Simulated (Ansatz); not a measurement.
**CH6AsGaO: geometry and vibrations**

What shape does CH6AsGaO take? The plan is to relax it, then compute its harmonic vibrations to see whether it is a minimum and to get the zero-point energy and entropy, and look at its orbitals and charge.

Method: RKS PBE0-D4/def2-TZVP; program: Ansatz 0.2.0, Gaussian basis.

Plan: relaxation at PBE0-D4/def2-TZVP; harmonic vibrations at the same level; a single point in def2-TZVPP for the fields.

1 further run of the same task is left out (it didn't finish).

## Step 1: Where the work starts

SMILES `[GaH2][CH2]O[AsH2]`, 10 atoms, charge 0, spin multiplicity 1.

Atoms are counted from 1 here; the program's logs count them from 0.

Bond lengths: Ga1–C2 1.997 Å, Ga1–H5 1.553 Å, Ga1–H6 1.554 Å, C2–O3 1.484 Å, C2–H7 1.097 Å, C2–H8 1.096 Å, O3–As4 1.857 Å, As4–H9 1.511 Å, As4–H10 1.495 Å. Angles: C2–Ga1–H5 119.0°, C2–Ga1–H6 119.6°, H5–Ga1–H6 120.4°, Ga1–C2–O3 71.1°, Ga1–C2–H7 124.5°, Ga1–C2–H8 123.5°, O3–C2–H7 109.6°, O3–C2–H8 110.0°, H7–C2–H8 108.7°, C2–O3–As4 116.0°, O3–As4–H9 94.7°, O3–As4–H10 91.8°, H9–As4–H10 89.6°.

The start is a GFN2-xTB geometry.

## Step 2: Relaxation at PBE0-D4/def2-TZVP

in.yaml

```yaml
crystal:
  periodic: [false, false, false]
  atoms:
    - {symbol: Ga, position_ang: [0.300560, 1.763270, -0.405170]}
    - {symbol: C, position_ang: [-0.409300, 0.029340, -1.096510]}
    - {symbol: O, position_ang: [0.270350, -0.212520, 0.200790]}
    - {symbol: As, position_ang: [0.283110, -1.971230, 0.797630]}
    - {symbol: H, position_ang: [1.781430, 2.136490, -0.688890]}
    - {symbol: H, position_ang: [-0.533650, 2.579130, 0.621770]}
    - {symbol: H, position_ang: [-1.457890, -0.284540, -1.026080]}
    - {symbol: H, position_ang: [0.078110, -0.550980, -1.888670]}
    - {symbol: H, position_ang: [-1.122910, -1.925040, 1.349640]}
    - {symbol: H, position_ang: [0.810190, -1.563930, 2.135490]}
basis:
  gaussian: {orbitals: def2-TZVP}
hamiltonian: {xc: pbe0, dispersion: d4}
relax: {f_tol: 0.005, max_steps: 150}
```

Launch:

```sh
$ ansatz run in.yaml --threads 2 --pin off --events-out ev --progress --plain --max-ram 4352MiB
```

Further steps of the session: Force constants and modes; Fields at the relaxed geometry.

Before running them: what should the planned runs give, taken together? Wanted: point group; shift from the start; total energy; dispersion term; dipole moment; lowest, highest wavenumber; zero-point energy; HOMO, LUMO.

As calculated:

| quantity | value |
| --- | --- |
| point group | C1 |
| steps | 16 |
| shift from the start (rms) | 0.297 Å |
| total energy | -116383.4347 eV |
| dispersion term | -190 meV |
| dipole moment | 1.45 D |
| lowest, highest wavenumber | 32, 3086 cm⁻¹ |
| zero-point energy | 37.5 kcal/mol |
| entropy at 298.15 K | 385.5 J/(mol K) |
| HOMO, LUMO | -7.23, -1.50 eV |

The relaxed geometry lies 0.30 Å (rms) from the start; the bond that changed most is O3–As4, from 1.857 to 1.809 Å. No mode is imaginary: a true minimum at this level. The stiffest mode, 3086 cm⁻¹, is a C–H stretch, and 5 modes under 200 cm⁻¹ make the vibrational entropy uncertain. Harmonic hybrid wavenumbers usually lie a few per cent above measured fundamentals. The largest Mulliken charge, -0.39 e, sits on O3. The HOMO lies mostly on As4 24 %; O3 24 % and the LUMO on Ga1 35 %; As4 15 %.
